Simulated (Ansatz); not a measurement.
KAlO3, space group Pm-3m: a comparison of norm-conserving and PAW potentials, run with Ansatz 0.2.0 through its Python package.

`nc_paw_kalo3.py`:
```python
"""Norm-conserving against PAW potentials for KAlO3."""

import ansatz as az
import numpy as np


def count_gap(report):
    # lowest empty less highest filled band, counting bands; zero where they overlap
    return max(report.get("gap_by_band_count_ev") or 0.0, 0.0)

crystal = (
    az.Lattice.from_parameters(3.867014, 3.867014, 3.867014, alpha=90.0, beta=90.0, gamma=90.0)
    .atom("K", (0.0, 0.0, 0.0))
    .atom("Al", (0.5, 0.5, 0.5))
    .atom("O", (0.5, 0.5, 0.0))
    .atom("O", (0.5, 0.0, 0.5))
    .atom("O", (0.0, 0.5, 0.5))
)

job = (
    crystal.calculation()
    .occupations("gaussian")
    .kpoints(density=3.8)
    .functional("lda")
    .stress()
    .forces()
    .band_table()
)
variants = {
    "PAW": job.pseudopotentials("paw"),
    "norm-conserving": job.pseudopotentials("nc"),
}
# totals differ by the cores that each treatment holds, so compare what does not depend on them
rows = []
for label, variant in variants.items():
    report = variant.run().report
    levels = np.array(report["eigenvalues_ev"][0]) - report["fermi_energy_ev"]
    print(label, "levels at the first k-point near E_F:", np.round(levels[np.abs(levels) < 5], 3))
    rows.append((label, report["n_electrons"], np.trace(report["stress_gpa"]) / 3, count_gap(report)))
for row in rows:
    print("; ".join(f"{name} = {round(v, 4) if isinstance(v, float) else v}" for name, v in zip(["treatment", "electrons in bands", "P GPa", "gap by band count eV"], row)))
```

How well do the two treatments of the cores agree on the pressure?

PAW gives -10.768 GPa and norm-conserving -11.296 GPa, 0.53 GPa apart (a gap this large is an error of one set of files, which an all-electron run can settle). They took 0.7 and 2.9 s of processor time.

The output:

`python nc_paw_kalo3.py` gives:
```text
DeckWarning: basis.ecutwfc = 420 eV, auto-derived from the records' recommended cutoffs: set by K (normal level)
PAW levels at the first k-point near E_F: [-3.791 -3.791 -3.791 -0.478 -0.478 -0.478  0.063  0.063  0.063]
DeckWarning: basis.ecutwfc = 1142.878222 eV, auto-derived from the records' recommended cutoffs: set by O (normal level)
norm-conserving levels at the first k-point near E_F: [-3.79  -3.79  -3.79  -0.475 -0.475 -0.475  0.061  0.061  0.061]
treatment = PAW; electrons in bands = 30.0; P GPa = -10.7681; gap by band count eV = 0.0
treatment = norm-conserving; electrons in bands = 30.0; P GPa = -11.2959; gap by band count eV = 0.0
```
(Warnings from the package without file and line.)

Notes:
- Absolute energies stand on the zero of these potentials, so only differences at equal settings mean something. A total without «per atom» is that of the cell as typed.
- A gap by band count of zero or less means overlapping bands, a metal.
- At these settings the cell as given stands under about -11 GPa, so it isn't at this functional's equilibrium volume.
- This cell is a computed structure, which may not be the phase found in nature.
- Gaps and levels are Kohn-Sham values on a finite set of k-points.
- Stress is positive in compression.
- Hardware and time: 4.2 s on 1 thread of Intel(R) Xeon(R) 6975P-C (Granite Rapids), on a shared host, peak memory 0.48 GiB.
